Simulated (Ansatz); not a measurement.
# TlB: the cost of one run

Method: DFT PBE, scalar-relativistic, plane waves, PAW, in Ansatz 0.2.0.

### Step 1. Starting point

The structure is cubic, space group Fd-3m (No. 227). Conventional cell: a = 6.737 Å, b = 6.737 Å, c = 6.737 Å, α = 90.00°, β = 90.00°, γ = 90.00°. Around Tl (site symmetry -43m) lie 4 Tl at 2.92 Å and 4 B at 2.92 Å. Around B (site symmetry -43m) lie 4 Tl at 2.92 Å and 4 B at 2.92 Å.

Structure file:

```
Tl B
1.0
     0.00000    3.36873    3.36873
     3.36873    0.00000    3.36873
     3.36873    3.36873    0.00000
Tl B
2 2
Direct
  0.50000 0.50000 0.50000
  0.75000 0.75000 0.75000
  0.00000 0.00000 0.00000
  0.25000 0.25000 0.25000
```

This is candidate A: NaTl (B32) type (Fd-3m, No. 227).

(A quick probe on a coarse mesh, which set the mesh and smearing, is not shown.)

### Step 3. Full relaxation (candidate A)

input.yaml

```yaml
crystal:
  lattice:
    - [0.0, 3.3687341426, 3.3687341426]
    - [3.3687341426, 0.0, 3.3687341426]
    - [3.3687341426, 3.3687341426, 0.0]
  atoms:
    - { symbol: Tl, position: [0.5, 0.5, 0.5] }
    - { symbol: Tl, position: [0.75, 0.75, 0.75] }
    - { symbol: B, position: [0.0, 0.0, 0.0] }
    - { symbol: B, position: [0.25, 0.25, 0.25] }
basis:
  ecutwfc: 420
kpoints:
  mp_grid: { grid: [12, 12, 12] }
hamiltonian:
  xc: pbe
scf:
  occupations: { method: gaussian, width: 0.1 }
output:
  forces: true
  stress: true
  eigenvalues: true
relax:
  adjacent_minimum: "off"
  f_tol: 0.01
  max_steps: 80
  cell: { stress_tol: 0.05 }
```

The run is started by

```console
> ansatz run input.yaml --threads 1 --pin off --max-ram 2560MiB --backend cpu --events-out ev --progress --plain --runs-dir out
```

Q: Estimate wall time and peak memory on 1 thread of Intel Xeon Platinum 8259CL at 2.50GHz (Skylake/Cascade Lake), shared host.

About 45 s, with a peak of 0.47 GiB.
